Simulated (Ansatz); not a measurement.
# BH5SSeSi: the cost of one run

All numbers are computed with Ansatz 0.2.0 through its Python package. Level of theory: PBE/def2-SVP.

## (1) The structure

Bond lengths: S1–B2 1.836 Å, B2–Si3 1.912 Å, Si3–Se4 2.230 Å, S1–H5 1.404 Å, B2–H6 1.189 Å, Si3–H7 1.508 Å, Si3–H8 1.518 Å, Se4–H9 1.613 Å. Angles: S1–B2–Si3 118.2°, S1–B2–H6 121.3°, Si3–B2–H6 120.5°, B2–S1–H5 93.1°, B2–Si3–Se4 112.4°, B2–Si3–H7 110.4°, B2–Si3–H8 110.3°, Se4–Si3–H7 108.9°, Se4–Si3–H8 109.0°, H7–Si3–H8 105.6°, Si3–Se4–H9 90.3°.

No structure file is read: the coordinates are typed or built in the script.

## (2) The code

Input file scan_bh5ssesi.py:

```python
# -*- coding: utf-8 -*-
"""Potential curve of BH5SSeSi along one bond."""

import warnings

import ansatz as az
import numpy as np

GEOMETRY = """
S    -1.82830    1.12970    0.19060
B    -0.34930    0.72700   -0.82020
Si    0.93940   -0.48440   -0.09440
Se    0.06860   -2.49230    0.33490
H    -1.22400    2.25920    0.76490
H    -0.18270    1.21290   -1.89290
H     1.52810    0.07430    1.17650
H     2.10750   -0.64550   -1.05050
H    -0.97090   -1.82730    1.37400
"""

warnings.simplefilter("ignore", az.DeckWarning)

mol = az.Crystal.molecule()
for line in GEOMETRY.strip().splitlines():
    symbol, *xyz = line.split()
    mol = mol.atom(symbol, [float(v) for v in xyz])

symbols = [site.symbol for site in mol.cartesian_sites]
start = np.array([site.position_ang for site in mol.cartesian_sites])
axis = (start[4] - start[0]) / np.linalg.norm(start[4] - start[0])
moving = [4]
lengths, energies = [1.235, 1.292, 1.348, 1.404, 1.46, 1.516, 1.572, 1.657], []
for length in lengths:
    xyz = start.copy()
    xyz[moving] += (length - np.linalg.norm(start[4] - start[0])) * axis
    point = az.Crystal.molecule()
    for symbol, xyz in zip(symbols, xyz):
        point = point.atom(symbol, xyz.tolist())
    job = (
        point.calculation()
        .basis(gaussian="def2-SVP")
        .functional("PBE")
    )
    r = job.run(threads=1).report
    energies.append(r["free_energy_ev"])
    print(f"r = {length:6.3f} A  E = {energies[-1]:.5f} eV  <S^2> = {abs(r['mean_field']['state']['spin_squared']):.3f}")

# quartic fit about the minimum
fit = np.polynomial.Polynomial.fit(lengths, np.array(energies) - min(energies), 4).convert()
roots = [r.real for r in fit.deriv().roots() if abs(r.imag) < 1e-9 and fit.deriv(2)(r.real) > 0]
r_e = min(roots, key=lambda r: abs(r - lengths[int(np.argmin(energies))]))
print(f"minimum of the fit at {r_e:.4f} A, force constant {fit.deriv(2)(r_e):.2f} eV/A^2")
```

## (3) The calls as engine input

The package turns the script's settings into the engine's input (first run):

```yaml
crystal:
  periodic: [false, false, false]
  atoms:
    - { symbol: S, position_ang: [-1.8283, 1.1297, 0.1906] }
    - { symbol: B, position_ang: [-0.3493, 0.727, -0.8202] }
    - { symbol: Si, position_ang: [0.9394, -0.4844, -0.0944] }
    - { symbol: Se, position_ang: [0.0686, -2.4923, 0.3349] }
    - { symbol: H, position_ang: [-1.2966795663386166, 2.1233542773796668, 0.6958285537841016] }
    - { symbol: H, position_ang: [-0.1827, 1.2129, -1.8929] }
    - { symbol: H, position_ang: [1.5281, 0.0743, 1.1765] }
    - { symbol: H, position_ang: [2.1075, -0.6455, -1.0505] }
    - { symbol: H, position_ang: [-0.9709, -1.8273, 1.374] }
basis:
  gaussian:
    orbitals: def2-SVP
hamiltonian:
  xc: pbe
```

## (4) Launch

Run with:

```sh
$ python scan_bh5ssesi.py
```

What time and memory should one allow on 1 thread of Arm Neoverse V1, shared host?

About 24 s, with a peak of 0.22 GiB.
